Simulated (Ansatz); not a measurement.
# ClH4InOSi: basis-set convergence

An exercise on one series of results from a longer session: the logs are not shown, and one member is left open.

Program: Ansatz 0.2.0, Gaussian basis. Level of theory: one geometry, several basis sets. These are calculated values, not measurements.

Plan: PBE0-D4/def2-SVP; ωB97M-V/def2-SVP; PBE0-D4/def2-QZVPP; ωB97M-V/def2-QZVPP; the functionals' def2-TZVPP values are taken from earlier runs.

## Structure used throughout

The geometry comes from an earlier relaxation with PBE0-D4 in a triple-zeta def2 set; it is a stationary point, not always the lowest conformer. In takes the def2 core potential; no spin-orbit term is included.

SMILES `[SiH3][O][InH][Cl]`, 8 atoms, charge 0, spin multiplicity 1.

Atoms are counted from 1 here; the program's logs count them from 0.

Bond lengths: Si1–O2 1.634 Å, Si1–H5 1.490 Å, Si1–H6 1.490 Å, Si1–H7 1.487 Å, O2–In3 1.965 Å, In3–Cl4 2.320 Å, In3–H8 1.687 Å. Angles: O2–Si1–H5 111.5°, O2–Si1–H6 111.5°, O2–Si1–H7 108.4°, H5–Si1–H6 108.0°, H5–Si1–H7 108.7°, H6–Si1–H7 108.7°, Si1–O2–In3 135.9°, O2–In3–Cl4 109.8°, O2–In3–H8 124.0°, Cl4–In3–H8 126.2°.

The first run:

in.yaml reads:

```yaml
crystal:
  periodic: [false, false, false]
  atoms:
    - {symbol: Si, position_ang: [0.399346, 1.378626, -0.051062]}
    - {symbol: O, position_ang: [0.577272, -0.116545, 0.584003]}
    - {symbol: In, position_ang: [-0.271972, -1.869063, 0.324472]}
    - {symbol: Cl, position_ang: [-1.929286, -1.709195, -1.290715]}
    - {symbol: H, position_ang: [0.648716, 1.380446, -1.520004]}
    - {symbol: H, position_ang: [-0.971602, 1.912138, 0.185094]}
    - {symbol: H, position_ang: [1.381736, 2.286015, 0.599478]}
    - {symbol: H, position_ang: [0.165781, -3.262423, 1.168743]}
basis:
  gaussian: {orbitals: def2-SVP}
hamiltonian: {xc: pbe0, dispersion: d4}
output: {orbitals: {seedname: orbitals}}
```

On the command line:

```bash
ansatz run in.yaml --threads 4 --pin off --events-out ev --progress --plain --max-ram 10444MiB
```

Steps of the session up to this table: PBE0-D4 in def2-SVP; ωB97M-V in def2-SVP; PBE0-D4 in def2-QZVPP; ωB97M-V in def2-QZVPP.

One table of the session follows, with a row left open; its other results are not shown here.

It belongs to the step «Functionals by basis». 

| functional | basis | HOMO (eV) | LUMO (eV) |
| --- | --- | --- | --- |
| PBE0-D4 | def2-SVP | -8.34 | -1.64 |
| PBE0-D4 | def2-TZVPP | -8.45 | -1.75 |
| PBE0-D4 | def2-QZVPP | -8.48 | -1.77 |
| ωB97M-V | def2-SVP | -10.59 | -0.03 |
| ωB97M-V | def2-TZVPP | ? | ? |
| ωB97M-V | def2-QZVPP | -10.78 | -0.31 |

**Question.** Estimate the row for ωB97M-V, def2-TZVPP.

The run gave: HOMO (eV): -10.76; LUMO (eV): -0.26. In the column «HOMO (eV)» it lies between ωB97M-V, def2-QZVPP (-10.78) and ωB97M-V, def2-SVP (-10.59).
